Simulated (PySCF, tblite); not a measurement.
# C₄H₉NOSi₂: geometry, infrared bands and NMR shifts

What infrared bands and NMR shifts should C₄H₉NOSi₂ (`N#CC[SiH2]C[SiH2]C=O`) show?

Computed with tblite 0.8.0 and PySCF 2.14.0, with density-fitted response routines of our own, on a single molecule in the gas phase. Atoms are numbered from 0 throughout.

## Step 1: The starting structure

17 atoms, charge 0, multiplicity 1; geometry from: force field or distance geometry start.

Bonds of the start (Å): N0–C1 1.15, C1–C2 1.47, C2–Si3 1.87, Si3–C4 1.86, C4–Si5 1.86, Si5–C6 1.88, C6–O7 1.23, C2–H8 1.09, C2–H9 1.10, Si3–H10 1.49, Si3–H11 1.47, C4–H12 1.09, C4–H13 1.09, Si5–H14 1.50, Si5–H15 1.48, C6–H16 1.10.

## Step 2: Optimising the geometry with GFN2-xTB

The job: settings as JSON, then the geometry in Å.

```
{"job": {"kind": "relax", "xc": "GFN2-xTB", "basis": "xTB"}, "charge": 0, "multiplicity": 1}
N     -3.909400     0.291800     1.262200
C     -3.142800    -0.407900     0.765800
C     -2.140500    -1.310700     0.170300
Si    -0.721600    -0.366900    -0.589300
C      0.178700     0.641600     0.684700
Si     1.733600     1.253500    -0.122800
C      3.004500    -0.093100    -0.418500
O      2.896000    -1.145500     0.199300
H     -1.767800    -2.007900     0.924000
H     -2.636900    -1.913100    -0.603700
H      0.182200    -1.356700    -1.230900
H     -1.219000     0.500100    -1.670500
H      0.409200     0.049800     1.575800
H     -0.435500     1.484100     1.000600
H      2.324400     2.302600     0.768400
H      1.427500     1.971600    -1.376500
H      3.810600     0.118900    -1.130300
```

On the command line:

```bash
OMP_NUM_THREADS=1 python probes_run.py task.json out
```

The driver reads the jobs from task.json and runs them one after another.

**Question.** This job is followed by: GFN2-xTB harmonic vibrations, gas phase; GIAO PBE0/pcSseg-1 NMR shielding, non-relativistic, gas phase. Predict these results of the whole session: strongest single infrared mode (GFN2-xTB); zero-point energy (GFN2-xTB); 13C shifts against TMS (PBE0/pcSseg-1); 1H shifts against TMS (PBE0/pcSseg-1, means over atoms taken as alike); 15N shifts against NH3 (PBE0/pcSseg-1); 29Si shifts against TMS (PBE0/pcSseg-1); 17O shifts against H2O (PBE0/pcSseg-1).

As calculated:

```
                                                              quantity                              value
                             strongest single infrared mode (GFN2-xTB)              2284 cm⁻¹, 479 km/mol
                                          zero-point energy (GFN2-xTB)                      71.2 kcal/mol
                                13C shifts against TMS (PBE0/pcSseg-1)       255.3, 125.0, 4.5, -17.6 ppm
1H shifts against TMS (PBE0/pcSseg-1, means over atoms taken as alike)  12.07, 4.84, 4.54, 1.39, 0.23 ppm
                                15N shifts against NH3 (PBE0/pcSseg-1)                          292.9 ppm
                               29Si shifts against TMS (PBE0/pcSseg-1)                   -45.6, -48.7 ppm
                                17O shifts against H2O (PBE0/pcSseg-1)                          869.7 ppm
```

In words: Relaxing lowered the energy by 0.441 eV in 217 steps; the close pair that moved most is C2–Si3, from 1.866 to 1.942 Å. No mode is imaginary among the 45: a minimum at this level. The strongest single mode, at 2284 cm⁻¹, moves mainly H11. Unscaled tight-binding wavenumbers are off by several per cent, some by more. Its intensities can rank the bands wrongly. At PBE0/pcSseg-1: The widest tensor belongs to O7: span 1854 ppm, with a paramagnetic part of -939 ppm.
